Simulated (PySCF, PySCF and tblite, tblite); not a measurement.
# C3H2F6: conformers and averaged spectra, part 2 of 2

PySCF and tblite. Atoms count from 0. The steps go on from the part before.

### 7 Couplings, conformer 1: B3LYP/pcJ-1+6-31G*

The job: settings as JSON, then the geometry in Å.

```
{"job": {"xc": "B3LYP", "basis": {"default": "6-31G*", "H": "pcJ-1", "F": "pcJ-1"}, "nuclei": ["H", "F", "P", "Si", "B"], "kind": "j"}, "charge": 0, "multiplicity": 1}
F      1.155934    -0.927588     1.269603
C      1.315567    -0.055927     0.241693
C      0.047362     0.002122    -0.618217
F      0.105399     1.102596    -1.404256
F     -0.037309    -1.054347    -1.452977
C     -1.261889     0.074776     0.219618
F     -1.144422     0.995005     1.180000
F     -1.541103    -1.087670     0.794127
F     -2.297969     0.415582    -0.540064
H      2.152717    -0.399604    -0.375076
H      1.511137     0.937728     0.659585
```

The program printed:

```text
coarse grid: 11016 points
cycle   1  E = -714.3022237780  dE =  1.454e+00  |g| = 1.244e+00  |ddm| = 2.984e+00
cycle   2  E = -713.8720725845  dE =  4.302e-01  |g| = 2.136e+00  |ddm| = 1.763e+00
cycle   3  E = -714.5443605508  dE = -6.723e-01  |g| = 6.051e-02  |ddm| = 1.151e+00
cycle   4  E = -714.5446351322  dE = -2.746e-04  |g| = 4.855e-02  |ddm| = 6.645e-02
cycle   5  E = -714.5450070970  dE = -3.720e-04  |g| = 1.135e-02  |ddm| = 3.145e-02
cycle   6  E = -714.5450230336  dE = -1.594e-05  |g| = 2.791e-03  |ddm| = 6.444e-03
cycle   7  E = -714.5450242707  dE = -1.237e-06  |g| = 5.346e-04  |ddm| = 1.995e-03
final grid: 113992 points
cycle   8  E = -714.5783663433  dE = -2.256e-04  |g| = 9.082e-03  |ddm| = 1.677e-02
cycle   9  E = -714.5783503522  dE =  1.599e-05  |g| = 1.381e-02  |ddm| = 1.128e-02
cycle  10  E = -714.5783783231  dE = -2.797e-05  |g| = 6.441e-04  |ddm| = 6.890e-03
cycle  11  E = -714.5783783724  dE = -4.926e-08  |g| = 3.780e-04  |ddm| = 7.199e-04
cycle  12  E = -714.5783783997  dE = -2.727e-08  |g| = 5.006e-05  |ddm| = 2.733e-04
cycle  13  E = -714.5783783999  dE = -2.790e-10  |g| = 2.119e-05  |ddm| = 3.272e-05
converged SCF energy = -714.5783783999

Indirect spin-spin couplings (Hz)
  i      j    bonds     total        FC       PSO       DSO        SD
  0 F    3 F    3    -33.161   -26.926   -23.601    -1.290    18.656
  0 F    4 F    3    -16.226    -0.241   -11.737    -0.082    -4.166
  0 F    6 F    4      7.531     0.867     5.557     0.480     0.627
  0 F    7 F    4     23.586    24.793    -5.752     1.067     3.478
  0 F    8 F    4      0.706    -0.528     2.989    -1.252    -0.503
  0 F    9 H    2     51.905    46.005    10.180    -0.825    -3.456
  0 F   10 H    2     51.863    46.235     9.843    -0.728    -3.487
  3 F    4 F    2    266.096    51.561   124.418    -0.005    90.122
  3 F    6 F    3     -9.882    -1.503    -4.534     0.160    -4.005
  3 F    7 F    3     13.170   -13.366     8.644    -1.490    19.381
  3 F    8 F    3    -18.089    -3.237   -17.912     0.633     2.428
  3 F    9 H    3     -1.947    -1.670     0.114    -0.057    -0.334
  3 F   10 H    3      3.369     3.010     0.335     0.812    -0.788
  4 F    6 F    3     25.426   -12.011    15.590    -1.478    23.324
  4 F    7 F    3    -17.471    -3.565   -14.843     0.590     0.347
  4 F    8 F    3    -16.632    -4.417   -10.225     0.178    -2.168
  4 F    9 H    3     15.065    14.898    -0.009     0.703    -0.526
  4 F   10 H    3     28.560    29.852     0.719    -1.798    -0.213
  6 F    7 F    2     79.220    33.594    -8.965    -0.039    54.630
  6 F    8 F    2     69.194    35.660   -20.491    -0.074    54.099
  6 F   10 H    4      3.214     3.289    -1.442     1.468    -0.102
  7 F    8 F    2     60.657    32.320   -24.825    -0.087    53.249
  7 F    9 H    4      1.063     1.356     0.991    -1.199    -0.085
  7 F   10 H    4     -0.261    -0.134     1.025    -0.980    -0.172
  8 F    9 H    4      4.452     4.662     1.240    -1.592     0.143
  8 F   10 H    4     -0.885    -0.502     0.906    -1.156    -0.134
  9 H   10 H    2    -11.575   -10.978     1.124    -1.721         -
```

Wall time 46 s (1 thread of Intel Xeon Platinum 8488C, shared host); peak memory 0.99 GiB.

In short: HOMO -9.90 eV, LUMO 0.83 eV; dipole 2.11 D.

### 8 Couplings, conformer 2: B3LYP/pcJ-1+6-31G*

The job: settings as JSON, then the geometry in Å.

```
{"job": {"xc": "B3LYP", "basis": {"default": "6-31G*", "H": "pcJ-1", "F": "pcJ-1"}, "nuclei": ["H", "F", "P", "Si", "B"], "kind": "j"}, "charge": 0, "multiplicity": 1}
F     -2.394591    -0.460559    -0.017426
C     -1.263292     0.284202    -0.099668
C     -0.030783    -0.605948     0.100420
F     -0.050591    -1.215392     1.303878
F      0.031118    -1.581717    -0.829091
C      1.269372     0.240442     0.005152
F      1.344913     0.842085    -1.185219
F      2.362837    -0.485717     0.169621
F      1.264901     1.202230     0.932296
H     -1.299145     1.043221     0.689402
H     -1.229314     0.739824    -1.095327
```

The program printed:

```text
coarse grid: 11016 points
cycle   1  E = -714.2984495180  dE =  1.459e+00  |g| = 1.251e+00  |ddm| = 2.974e+00
cycle   2  E = -713.8396292110  dE =  4.588e-01  |g| = 2.183e+00  |ddm| = 1.813e+00
cycle   3  E = -714.5438904109  dE = -7.043e-01  |g| = 6.454e-02  |ddm| = 1.200e+00
cycle   4  E = -714.5441415357  dE = -2.511e-04  |g| = 5.503e-02  |ddm| = 6.711e-02
cycle   5  E = -714.5446164798  dE = -4.749e-04  |g| = 1.168e-02  |ddm| = 3.358e-02
cycle   6  E = -714.5446340577  dE = -1.758e-05  |g| = 2.362e-03  |ddm| = 6.239e-03
cycle   7  E = -714.5446349941  dE = -9.363e-07  |g| = 5.657e-04  |ddm| = 1.862e-03
final grid: 113992 points
cycle   8  E = -714.5779901860  dE = -2.254e-04  |g| = 8.756e-03  |ddm| = 1.699e-02
cycle   9  E = -714.5779747014  dE =  1.548e-05  |g| = 1.344e-02  |ddm| = 1.100e-02
cycle  10  E = -714.5780012898  dE = -2.659e-05  |g| = 6.528e-04  |ddm| = 6.788e-03
cycle  11  E = -714.5780013385  dE = -4.879e-08  |g| = 3.989e-04  |ddm| = 7.442e-04
cycle  12  E = -714.5780013667  dE = -2.815e-08  |g| = 5.462e-05  |ddm| = 2.719e-04
cycle  13  E = -714.5780013671  dE = -3.602e-10  |g| = 2.056e-05  |ddm| = 3.621e-05
converged SCF energy = -714.5780013671

Indirect spin-spin couplings (Hz)
  i      j    bonds     total        FC       PSO       DSO        SD
  0 F    3 F    3    -11.850    -3.914    -8.704     0.180     0.589
  0 F    4 F    3    -11.799    -3.889    -8.708     0.183     0.615
  0 F    6 F    4     -1.023    -0.431     1.163    -0.798    -0.957
  0 F    7 F    4     13.759     1.091     6.581    -1.252     7.339
  0 F    8 F    4     -1.017    -0.444     1.192    -0.800    -0.966
  0 F    9 H    2     51.783    45.983    10.079    -0.820    -3.460
  0 F   10 H    2     51.777    45.983    10.073    -0.819    -3.460
  3 F    4 F    2    237.037    47.313   103.800     0.033    85.891
  3 F    6 F    3     19.122   -15.013    12.992    -1.502    22.645
  3 F    7 F    3    -17.301    -5.523   -12.476     0.376     0.323
  3 F    8 F    3    -13.392    -3.558    -8.505     0.372    -1.701
  3 F    9 H    3      3.689     2.306     1.335     0.401    -0.354
  3 F   10 H    3     25.576    27.280     0.344    -1.861    -0.187
  4 F    6 F    3    -13.323    -3.516    -8.416     0.367    -1.758
  4 F    7 F    3    -17.250    -5.482   -12.499     0.379     0.351
  4 F    8 F    3     19.015   -15.016    12.912    -1.502    22.620
  4 F    9 H    3     25.468    27.175     0.342    -1.861    -0.187
  4 F   10 H    3      3.593     2.208     1.339     0.395    -0.350
  6 F    7 F    2     66.449    34.345   -20.909    -0.159    53.173
  6 F    8 F    2     77.198    37.174   -15.100    -0.103    55.226
  6 F    9 H    4      0.935     0.697     0.540    -0.087    -0.216
  6 F   10 H    4      4.559     4.531    -1.598     1.797    -0.171
  7 F    8 F    2     65.846    33.530   -20.694    -0.160    53.170
  7 F    9 H    4     -1.384    -0.864     0.835    -1.287    -0.067
  7 F   10 H    4     -1.387    -0.867     0.834    -1.286    -0.068
  8 F    9 H    4      4.521     4.490    -1.591     1.792    -0.169
  8 F   10 H    4      0.929     0.690     0.542    -0.087    -0.216
  9 H   10 H    2    -11.696   -11.129     0.998    -1.565         -
```

Run time: 45 s. Hardware: 1 thread of Intel Xeon Platinum 8488C, shared host; peak memory 0.99 GiB.

This run: HOMO -9.90 eV, LUMO 0.87 eV; dipole 1.89 D.

### 9 Boltzmann average: properties at KT2/pcSseg-1 in benzene

The job: settings as JSON, then the geometry in Å.

```
{"job": {"study": "conf", "smiles": "FCC(F)(F)C(F)(F)F", "search": {"seed": 5230, "n_embed": 60, "ff_keep": 14, "window": 3.0, "nmax": 7, "temps": [150, 200, 250, 298.15, 400], "t_ref": 298.15, "order": 0.001}, "level": {"nmr": {"xc": "KT2", "basis": "pcSseg-1", "solvent": "benzene"}, "sp": {"xc": "PBE0", "basis": "def2-SVP", "solvent": "benzene"}, "j": {"xc": "B3LYP", "basis": {"default": "6-31G*", "H": "pcJ-1", "F": "pcJ-1"}, "nuclei": ["H", "F", "P", "Si", "B"]}}, "kind": "conf"}, "charge": 0, "multiplicity": 1}
F      1.155934    -0.927588     1.269603
C      1.315567    -0.055927     0.241693
C      0.047362     0.002122    -0.618217
F      0.105399     1.102596    -1.404256
F     -0.037309    -1.054347    -1.452977
C     -1.261889     0.074776     0.219618
F     -1.144422     0.995005     1.180000
F     -1.541103    -1.087670     0.794127
F     -2.297969     0.415582    -0.540064
H      2.152717    -0.399604    -0.375076
H      1.511137     0.937728     0.659585
```

The program printed:

```text
conformer  sym    E(xTB)   E(DFT)   G(298.15 K)  weight  dipole/D
    1     C1      0.000    0.000    0.000   0.8693    2.199
    2     Cs      1.250    0.812    1.123   0.1307    1.950

mean shielding (ppm) by class
class atoms           150 K      200 K      250 K   298.15 K      400 K
  0 F  0            430.243    430.674    431.085    431.432    432.007
  1 C  1             99.494     99.548     99.599     99.642     99.714
  2 C  2             64.409     64.412     64.415     64.417     64.421
  3 F  3,4          297.467    297.767    298.052    298.293    298.692
  4 C  5             57.251     57.253     57.256     57.258     57.261
  5 F  6,7,8        252.491    252.615    252.734    252.834    252.999
  6 H  9,10          26.296     26.295     26.293     26.292     26.289
```

Run time: 2.2 min. Hardware: 1 thread of Intel Xeon Platinum 8488C, shared host. This counts the runs that the step sums up.

The search (ETKDG and KDG, MMFF94s, GFN2-xTB) embedded 60 structures, kept 2 distinct ones after the force field and 2 after xTB; 2 were carried on (window 3.0 kcal/mol at the search's own energies). Energies: PBE0/def2-SVP in benzene with D3(BJ).

The conformers at 298 K:

```csv
no.,group,mirror pair,ΔE xTB,ΔE DFT,ΔG,weight (%),μ (D),F0–C1–C2–F3 (°),"A, B, C (GHz)"
1,C1,yes,0.00,0.00,0.00,86.9,2.20,164,"1.98, 1.61, 1.31"
2,Cs,no,1.25,0.81,1.12,13.1,1.95,-60,"2.52, 1.22, 1.16"
```

Energies in kcal/mol. ΔG holds xTB vibrations and rotation, symmetry numbers and mirror pairs.

Weights (%) by temperature:

```csv
no.,150 K,200 K,250 K,298 K,400 K
1,96.2,92.8,89.6,86.9,82.4
2,3.8,7.2,10.4,13.1,17.6
```

Other ways of weighting, at the same temperature:

```csv
scheme,1,2,mean μ (D)
DFT free energy,87,13,2.17
"DFT energy, symmetry counted",89,11,2.17
DFT energy alone,80,20,2.15
"xTB energy, symmetry counted",94,6,2.19
xTB free energy,93,7,2.18
lowest conformer only,100,0,2.20
equal weights,50,50,2.08
conformers found from three starts alone,100,0,2.20
```

Shifts against references run at the same level ($^{13}$C TMS 186.0, $^{1}$H TMS 31.61 ppm of shielding), by class of atoms, at 298 K:

```csv
atoms,environment,no. 1,no. 2,average
C5,CF3 carbon,128.7,128.7,128.7
C2,fully substituted sp3 carbon bonded to 2 F,121.6,121.5,121.6
C1,sp3 CH2 bonded to F,86.5,84.9,86.3
"H9, H10",hydrogen on an sp3 CH2 bonded to F,5.31,5.37,5.32
"F6, F7, F8",fluorine of a CF3 group,252.4 (σ),256.0 (σ),252.8 (σ)
"F3, F4",fluorine of a CF2 group,297.1 (σ),306.0 (σ),298.3 (σ)
F0,fluorine on an sp3 carbon,429.8 (σ),442.6 (σ),431.4 (σ)
```

Couplings (Hz, B3LYP/pcJ-1+6-31G*; one pair named for each class), from conformers that hold 100 % of the weight:

```csv
pair,bonds,no. 1,no. 2,average
F3–F4,2,266.1,237.0,262.3
F6–F7,2,69.7,69.8,69.7
F0–H9,2,51.9,51.8,51.9
H9–H10,2,-11.6,-11.7,-11.6
F0–F3,3,-24.7,-11.8,-23.0
F3–H9,3,13.3,3.6,12.0
F3–H10,3,9.2,25.5,11.3
F3–F6,3,-3.9,-3.9,-3.9
F0–F6,4,10.6,3.9,9.7
F6–H9,4,1.3,1.4,1.3
```

### 10 Outcome

This closing draws on all 2 parts.

| quantity | value |
| --- | --- |
| conformers | 2; the first in weight is no. 1 (C1), 87 % at 298 K |
| root-mean-square dipole | 2.17 D |
| averaged $^{13}$C shifts (KT2/pcSseg-1 in benzene) | 128.7, 121.6, 86.3 ppm |
| averaged $^{1}$H shifts (KT2/pcSseg-1 in benzene) | 5.32 ppm |

**Reading.** Conformer 1 leads with 87 % at 298 K, and its share goes from 96 % at 150 K to 82 % at 400 K. Among conformers over 5 %, C1 differs by 1.6 ppm, while the average moves by 0.2 ppm from 150 to 400 K. Among vicinal couplings, F3–H10 differs most between the conformers listed (9.2 for no. 1, 25.5 for no. 2; average 11.3 Hz).
